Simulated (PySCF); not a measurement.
# VO₂H: structure of the singlet

Where does singlet VO₂H go from a T-shaped (ligand arrangement 2) start, is the end point a minimum, and what are its modes, charges and moments?

Method: PBE0, basis V def2-TZVP, O def2-TZVP, H def2-TZVP, no relativity, density fitting; program: PySCF 2.14.0.

## Step 1: Where the work starts

4 atoms, charge 0, spin multiplicity 1.

Bond lengths: V1–O2 1.690 Å, V1–O3 1.690 Å, V1–H4 1.660 Å. Angles: O2–V1–O3 88.0°, O2–V1–H4 88.0°, O3–V1–H4 176.0°.

```xyz
4
charge 0 multiplicity 1
V     0.3019    0.0000   -0.3340
O     0.3019    0.0000    1.3560
O    -1.3871    0.0000   -0.2750
H     1.9609    0.0000   -0.2761
```

## Step 2: Relaxation: T-shaped (ligand arrangement 2) start, singlet

The steps below are one call of a driver around PySCF. For each, scf.py gives the equivalent set-up of the SCF; relaxations use the driver's own optimiser. Before each start the driver seeks the lowest SCF state from one or more starting densities and follows internal instabilities, so scf.py alone need not reach the same state.

The program finds Cs symmetry in the start, which this walk keeps. The walk stops when the largest gradient is under 0.0003 Eh/bohr and the energy has settled too.

scf.py

```python
from pyscf import gto, scf, dft
mol = gto.M(atom='''
V      0.301917     0.000000    -0.333964
O      0.301917     0.000000     1.356036
O     -1.387083     0.000000    -0.274964
H      1.960917     0.000000    -0.276064''',
    basis={'V': 'def2-TZVP', 'O': 'def2-TZVP', 'H': 'def2-TZVP'},
    charge=0, spin=0)
mf = dft.RKS(mol, xc='PBE0')
mf.grids.atom_grid = (50, 194)
aux = {'V': 'def2-universal-JKFIT', 'O': 'def2-universal-JKFIT', 'H': 'def2-universal-JKFIT'}
mf = mf.density_fit(auxbasis=aux)
mf.kernel()
```

The runs that follow: Frequencies; Downhill along the imaginary mode; Vibrations and properties at this point.

Q: Predict the outcome of this session. Wanted: minimum; geometry; wavenumbers; dipole moment; highest occupied, lowest empty level; polar-tensor charge of V1; zero-point energy; atomisation energy.

As calculated:

| quantity | value |
| --- | --- |
| minimum | singlet, Cs |
| geometry | V–H 1.639 Å, V–O 1.570 Å (×2); H–V–O 105.9° (×2), O–V–O 109.7° |
| wavenumbers (cm⁻¹) | 390 (a'), 435 (a'), 642 (a''), 1099 (a''), 1122 (a'), 1860 (a') |
| dipole moment | 4.61 D |
| highest occupied, lowest empty level | -8.85, -3.69 eV |
| polar-tensor charge of V1 | +1.68 e |
| zero-point energy | 33.2 kJ/mol |
| entropy at 298.15 K | 269.1 J/(mol K) |
| atomisation energy (no zero-point energy) | 1391 kJ/mol |

In words: From Cs at the start the molecule goes to a Cs minimum, after a first stop at a saddle point 30.2 kJ/mol higher, from which it was pushed off along an imaginary mode. In the infrared the band at 1099 cm⁻¹ (a'', stretch) leads. Only this shape and spin were tried, so other structures or states may lie lower.
